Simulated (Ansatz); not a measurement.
# C11: the cost of one run

Method: the levels named in each step, in Ansatz 0.2.0.

## Step 1: The structure to begin with

Bond lengths: C1–C2 1.273 Å, C2–C3 1.295 Å, C3–C4 1.266 Å, C4–C5 1.277 Å, C5–C6 1.271 Å, C6–C7 1.271 Å, C7–C8 1.277 Å, C8–C9 1.266 Å, C9–C10 1.295 Å, C10–C11 1.273 Å. Angles: C1–C2–C3 180.0°, C2–C3–C4 180.0°, C3–C4–C5 180.0°, C4–C5–C6 180.0°, C5–C6–C7 180.0°, C6–C7–C8 180.0°, C7–C8–C9 180.0°, C8–C9–C10 180.0°, C9–C10–C11 180.0°.

Coordinates:

```xyz
11

C     0.0000    0.0000   -6.3820
C     0.0000    0.0000   -5.1092
C     0.0000    0.0000   -3.8141
C     0.0000    0.0000   -2.5484
C     0.0000    0.0000   -1.2714
C     0.0000    0.0000   -0.0002
C     0.0000    0.0000    1.2711
C     0.0000    0.0000    2.5484
C     0.0000    0.0000    3.8142
C     0.0000    0.0000    5.1094
C     0.0000    0.0000    6.3823
```

## Step 2: A rough first relaxation, PBE-D4/def2-SVP

This run stands in another session on the same molecule. It ended at:

```xyz
11

C     0.0000    0.0000   -6.4833
C     0.0000    0.0000   -5.1778
C     0.0000    0.0000   -3.8720
C     0.0000    0.0000   -2.5851
C     0.0000    0.0000   -1.2907
C     0.0000    0.0000    0.0000
C     0.0000    0.0000    1.2907
C     0.0000    0.0000    2.5851
C     0.0000    0.0000    3.8720
C     0.0000    0.0000    5.1778
C     0.0000    0.0000    6.4833
```

## Step 3: Relaxation, PBE0-D4/def2-TZVP

This run stands in another session on the same molecule. It ended at:

```xyz
11

C     0.0000    0.0000   -6.3816
C     0.0000    0.0000   -5.1003
C     0.0000    0.0000   -3.8124
C     0.0000    0.0000   -2.5463
C     0.0000    0.0000   -1.2709
C     0.0000    0.0000    0.0000
C     0.0000    0.0000    1.2709
C     0.0000    0.0000    2.5463
C     0.0000    0.0000    3.8124
C     0.0000    0.0000    5.1003
C     0.0000    0.0000    6.3816
```

## Step 4: Relaxation, PBE0-D4/def2-SVP

This run stands in another session on the same molecule. It ended at:

```xyz
11

C     0.0000    0.0000   -6.4322
C     0.0000    0.0000   -5.1411
C     0.0000    0.0000   -3.8440
C     0.0000    0.0000   -2.5671
C     0.0000    0.0000   -1.2814
C     0.0000    0.0000    0.0000
C     0.0000    0.0000    1.2814
C     0.0000    0.0000    2.5671
C     0.0000    0.0000    3.8440
C     0.0000    0.0000    5.1411
C     0.0000    0.0000    6.4322
```

## Step 5: Frequencies, PBE0-D4/def2-SVP

input.yaml reads:

```yaml
crystal:
  periodic: [false, false, false]
  atoms:
    - { symbol: C, position_ang: [0.0, 0.0, -6.43222971] }
    - { symbol: C, position_ang: [0.0, 0.0, -5.14113071] }
    - { symbol: C, position_ang: [0.0, 0.0, -3.84401427] }
    - { symbol: C, position_ang: [0.0, 0.0, -2.56710919] }
    - { symbol: C, position_ang: [0.0, 0.0, -1.28144628] }
    - { symbol: C, position_ang: [0.0, 0.0, -9.0e-08] }
    - { symbol: C, position_ang: [0.0, 0.0, 1.28144633] }
    - { symbol: C, position_ang: [0.0, 0.0, 2.56710945] }
    - { symbol: C, position_ang: [0.0, 0.0, 3.84401429] }
    - { symbol: C, position_ang: [0.0, 0.0, 5.14113055] }
    - { symbol: C, position_ang: [0.0, 0.0, 6.43222966] }
basis:
  gaussian: { orbitals: def2-SVP }
hamiltonian:
  xc: pbe0
  dispersion: d4
phonons: {}
```

On the command line:

```console
$ ansatz run input.yaml --threads 8 --pin off --max-ram 22528MiB --backend cpu --events-out ev --progress --plain --runs-dir out
```

What time and memory should one allow on 8 threads of Intel Xeon at 2.50GHz (Skylake/Cascade Lake), shared host?

About 99 s, with a peak of 0.49 GiB.
